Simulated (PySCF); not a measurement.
# triplet BBrF2 at 6 levels

We compute a comparison of 6 runs (UHF/3-21G, U-r2SCAN/aug-cc-pVDZ, UB2PLYP/aug-cc-pVDZ, UB3LYP/aug-cc-pVDZ, UM06-2X/aug-cc-pVDZ, UM06-L/aug-cc-pVDZ) of triplet BBrF2. 

The calculation is run with PySCF 2.14.0.

1 further run of the same task is left out (set aside as unsound or not needed).

### Step 1. The molecule

BBrF2 has 4 atoms, charge 0, and is taken as a triplet. As SMILES of the parent species, `FB(F)Br`. The shape is that of a PBE0-D4/def2-TZVP optimisation. That shape belongs to the parent species and isn't relaxed for this state.

Bond lengths: F1–B2 1.309 Å, B2–F3 1.309 Å, B2–Br4 1.903 Å. Angles: F1–B2–F3 119.2°, F1–B2–Br4 120.4°, F3–B2–Br4 120.4°.

### Step 2. The energy at UHF/3-21G (run 1)

job.py

```python
from pyscf import gto, scf

mol = gto.M(
    atom='''
F     -0.407519    -2.582292    -0.207624
B     -0.241772    -0.119676    -0.043029
F     -2.291142     1.246520    -0.272593
Br     2.940433     1.455448     0.523246
''',
    spin=2,
    max_memory=1860,
    basis='3-21g',
    unit='bohr',
    verbose=3,
)

hf = scf.UHF(mol)
hf.conv_tol = 1e-10
hf.kernel()
if not hf.converged:
    hf = hf.newton().run(hf.mo_coeff, hf.mo_occ)

energy = hf.e_tot
print(f'total energy: {energy:.8f} hartree')
```

On the command line:

```sh
$ OMP_NUM_THREADS=1 python job.py
```

The program printed:

```text
WARN: HOMO 0.100798449924346 >= LUMO -0.438839866244542

WARN: HOMO -0.146350764699334 >= LUMO -0.192748995874518

WARN: HOMO -0.150785719229128 >= LUMO -0.15253664860232

converged SCF energy = -2782.28324932969  <S^2> = 2.0069033  2S+1 = 3.0045987
total energy: -2782.28324933 hartree
```

Run time: 0.78 s. Hardware: 1 thread of Arm Neoverse V1, shared host; peak memory 0.1 GiB.

### Step 3. The energy at U-r2SCAN/aug-cc-pVDZ (run 2)

run.py

```python
from pyscf import gto, dft

mol = gto.M(
    atom='F -0.215650 -1.366490 -0.109870; B -0.127940 -0.063330 -0.022770; F -1.212420 0.659630 -0.144250; Br 1.556010 0.770190 0.276890',
    spin=2,
    basis='aug-cc-pvdz',
    max_memory=1860,
    verbose=3,
)

mf = dft.UKS(mol)
mf.xc = 'r2scan'
mf.grids.level = 5
mf.conv_tol = 1e-10
mf.kernel()
if not mf.converged:
    mf = mf.newton().run(mf.mo_coeff, mf.mo_occ)

e_tot = mf.e_tot
print(f'total energy: {e_tot:.8f} hartree')
```

On the command line:

```sh
$ OMP_NUM_THREADS=1 python run.py
```

The program printed:

```text
WARN: HOMO -0.054719784800433 >= LUMO -0.324246513213596

WARN: HOMO -0.0388924650703117 >= LUMO -0.195310942552849

WARN: HOMO -0.0714625171014447 >= LUMO -0.325337045307219

WARN: HOMO -0.0453123430094804 >= LUMO -0.323170651928521

WARN: HOMO -0.056593531424161 >= LUMO -0.318550354023157

WARN: HOMO -0.0588929511712166 >= LUMO -0.321248384529825

WARN: HOMO -0.0585090387473963 >= LUMO -0.320004953036991

WARN: HOMO -0.0585546628267046 >= LUMO -0.320050941510122

WARN: HOMO -0.0584988278856384 >= LUMO -0.320055663969423

WARN: HOMO -0.0584712284244997 >= LUMO -0.320052863569265

WARN: HOMO -0.0584734818407364 >= LUMO -0.320055026333756

WARN: HOMO -0.0584733789260277 >= LUMO -0.320053931835105

WARN: HOMO -0.0584732013344818 >= LUMO -0.320053815003158

WARN: HOMO -0.058473311742981 >= LUMO -0.3200539087358

converged SCF energy = -2798.47174298433  <S^2> = 2.0071424  2S+1 = 3.0047578
total energy: -2798.47174298 hartree
```

Wall time 80 s (1 thread of Arm Neoverse V1, shared host); peak memory 0.59 GiB.

Runs 3 to 4 aren't shown in full; the table further down has their settings and results.

### Step 4. The energy at UM06-2X/aug-cc-pVDZ (run 5)

run.py

```python
from pyscf import gto, dft

system = gto.M(
    atom='''
F   -0.215650  -1.366490  -0.109870
B   -0.127940  -0.063330  -0.022770
F   -1.212420   0.659630  -0.144250
Br   1.556010   0.770190   0.276890
''',
    basis='aug-cc-pvdz',
    spin=2,
    max_memory=1860,
    verbose=4,
)

mf = dft.UKS(system, xc='m06-2x')
mf.conv_tol = 1e-10
mf.grids.level = 5
mf.kernel()
if not mf.converged:
    mf = mf.newton().run(mf.mo_coeff, mf.mo_occ)

e_final = mf.e_tot
print('E(%s) = %.9f' % ('M06-2X', e_final))
```

On the command line:

```sh
$ OMP_NUM_THREADS=1 python run.py
```

The program printed:

```text
PySCF version 2.14.0

[... 72 lines left out ...]
[... the frontier-level lines of each cycle are left out ...]
[... 23 lines left out ...]
[... 23 lines left out ...]
[... 23 lines left out ...]
[... 1 line left out ...]
cycle= 16 E= -2798.53825088437  delta_E= -1.97e-10  |g|= 4.73e-06  |ddm|= 9.35e-05


cycle= 17 E= -2798.53825088437  delta_E= 9.09e-13  |g|= 4.74e-06  |ddm|= 4.22e-06


Extra cycle  E= -2798.53825088455  delta_E= -1.82e-10  |g|= 4.95e-06  |ddm|= 7.7e-05
converged SCF energy = -2798.53825088455  <S^2> = 2.004556  2S+1 = 3.0030358
E(M06-2X) = -2798.538250885
```

It took 1.7 min on 1 thread of Arm Neoverse V1, shared host; peak memory 0.59 GiB.

### Step 5. A single-point energy at UM06-L/aug-cc-pVDZ (run 6)

job.py

```python
from pyscf import gto, dft

mol = gto.M(
    atom='''
F     -0.407519    -2.582292    -0.207624
B     -0.241772    -0.119676    -0.043029
F     -2.291142     1.246520    -0.272593
Br     2.940433     1.455448     0.523246
''',
    max_memory=1860,
    spin=2,
    charge=0,
    verbose=3,
    unit='bohr',
    basis='aug-cc-pvdz',
)

ks = dft.UKS(mol)
ks.xc = 'm06-l'
ks.grids.level = 5
ks.conv_tol = 1e-10
ks.kernel()
if not ks.converged:
    ks = ks.newton().run(ks.mo_coeff, ks.mo_occ)

energy = ks.e_tot
print(f'total energy: {energy:.8f} hartree')
```

On the command line:

```sh
$ OMP_NUM_THREADS=1 python job.py
```

The program printed:

```text
WARN: HOMO -0.0571044734823829 >= LUMO -0.31173223710086

WARN: HOMO -0.0464638762818916 >= LUMO -0.182050019751234

WARN: HOMO -0.0699081910548429 >= LUMO -0.336127609312214

WARN: HOMO -0.0314899082365776 >= LUMO -0.317374146934331

WARN: HOMO -0.0452894313495911 >= LUMO -0.313830953843629

WARN: HOMO -0.0464436230212604 >= LUMO -0.317241508286526

WARN: HOMO -0.0463786418654806 >= LUMO -0.316192337318582

WARN: HOMO -0.0465090258095495 >= LUMO -0.316325807204962

WARN: HOMO -0.046452389370768 >= LUMO -0.316318822345369

WARN: HOMO -0.0464446983714639 >= LUMO -0.316315734488221

WARN: HOMO -0.0464511452237417 >= LUMO -0.316316893720209

WARN: HOMO -0.0464528313212726 >= LUMO -0.316316112632361

WARN: HOMO -0.0464521445261576 >= LUMO -0.316314950405874

WARN: HOMO -0.0464516796134156 >= LUMO -0.316314824442737

WARN: HOMO -0.0464520255665155 >= LUMO -0.316314797180686

converged SCF energy = -2798.45231383641  <S^2> = 2.0069386  2S+1 = 3.0046222
total energy: -2798.45231384 hartree
```

Run time: 85 s. Hardware: 1 thread of Arm Neoverse V1, shared host; peak memory 0.59 GiB.

### Step 6. All runs side by side

| run | level | integration grid | frozen core orbitals | energy (Eh) | dipole moment (D) | HOMO energy (eV) | ⟨S²⟩ | wall time |
| --- | --- | --- | --- | --- | --- | --- | --- | --- |
| 1 | UHF/3-21G | – | – | -2782.283249 | 5.90 | -4.37 | 2.007 | 0.78 s |
| 2 | U-r2SCAN/aug-cc-pVDZ | 5 | – | -2798.471743 | 3.43 | -1.59 | 2.007 | 80 s |
| 3 | UB2PLYP/aug-cc-pVDZ | 5 | 12 | -2797.982155 | 0.01 | -3.02 | 2.005 | 53 s |
| 4 | UB3LYP/aug-cc-pVDZ | 5 | – | -2798.610770 | 3.90 | -2.17 | 2.004 | 40 s |
| 5 | UM06-2X/aug-cc-pVDZ | 5 | – | -2798.538251 | 0.10 | -3.06 | 2.005 | 1.7 min |
| 6 | UM06-L/aug-cc-pVDZ | 5 | – | -2798.452314 | 3.35 | -1.26 | 2.007 | 85 s |

### Step 7. Summary of results

```
                                 quantity           value
                      run 6: total energy  -2798.45231 Eh
                     run 6: dipole moment          3.35 D
run 6: HOMO energy (highest over α and β)        -1.26 eV
                              run 6: ⟨S²⟩           2.007
```

In words: The dipole moment (its size) runs from 0.01 D (UB2PLYP/aug-cc-pVDZ) to 5.90 D (UHF/3-21G). The two ends differ in method and basis. A double hybrid's value is that of its SCF part. So wide a spread suggests that the runs ended on unlike SCF solutions, not only an effect of the method. Totals of different functionals can't be ranked against each other. All runs together took 6 min, the longest 1.7 min.
